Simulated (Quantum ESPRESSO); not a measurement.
Crystal: Pt.

```xyz
1
Lattice="0.0000 1.9618 1.9618 1.9618 0.0000 1.9618 1.9618 1.9618 0.0000" Properties=species:S:1:pos:R:3 pbc="T T T"
Pt    0.0000    0.0000    0.0000
```

Base run:

- Program: Quantum ESPRESSO 7.5
- Functional: PBE
- Potentials or basis: SSSP 1.3 efficiency PBE
- Cutoff: 748 eV
- Density cutoff: 5987 eV
- k mesh: 16 × 16 × 16
- Occupations: fermi-dirac, width 0.05 eV
- Spin: no spin polarisation
- Hubbard terms: Pt d U = 2 eV

Its results: band gap on the k mesh none (metal or under the smearing width); pressure 9.4 GPa.

Q: The run is repeated on the same cell with these changes: hubbard terms from Pt d U = 2 eV to none. What comes out?

A: Band gap on the k mesh none (metal or under the smearing width); pressure 8.8 GPa.

Caveats: U without spin polarisation on a metal has little footing (some runs); the U is typed as a test and isn't derived for this compound (some runs); some levels on the path didn't converge (some runs).

Not every run made on this cell is shown here.
